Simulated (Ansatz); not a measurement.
Crystal: LaSb.

```xyz
2
Lattice="0.0000 3.2450 3.2450 3.2450 0.0000 3.2450 3.2450 3.2450 0.0000" Properties=species:S:1:pos:R:3 pbc="T T T"
La    0.0000    0.0000    0.0000
Sb    3.2450    3.2450    3.2450
```

| Item | Value |
| --- | --- |
| Program | Ansatz 0.2.0 |
| Task | relaxation of cell and atoms |
| Functional | RPBE |
| Potentials or basis | all-electron LAPW, scalar-relativistic |
| Basis error allowed | 0.001 eV/atom |
| k mesh | 7 × 7 × 7 |
| Occupations | fermi-dirac, width 0.05 eV |
| Spin | no spin polarisation |

At the start: volume 34.17 Å³/atom.

**Question.** Where does the relaxation end?

**Answer.** Over 5 steps the energy falls by 17.6 meV/atom and the volume is 36.14 Å³/atom (+5.8 %); space group Fm-3m (No. 225, to 0.05 Å).

The path:
| step | energy change (eV) | largest force (eV/Å) | volume (Å³) |
| --- | --- | --- | --- |
| 1 | 0.0000 | 0.0000 | 68.34 |
| 2 | -0.0236 | 0.0000 | 74.70 |
| 3 | -0.0351 | 0.0000 | 72.47 |
| 4 | -0.0352 | 0.0000 | 72.28 |
| 5 | -0.0352 | 0.0000 | 72.28 |

Final structure:
```
La Sb
1.0
     0.00000    3.30622    3.30622
     3.30622    0.00000    3.30622
     3.30622    3.30622    0.00000
La Sb
1 1
Cartesian
  0.0000 0.0000 0.0000
  3.3062 3.3062 3.3062
```
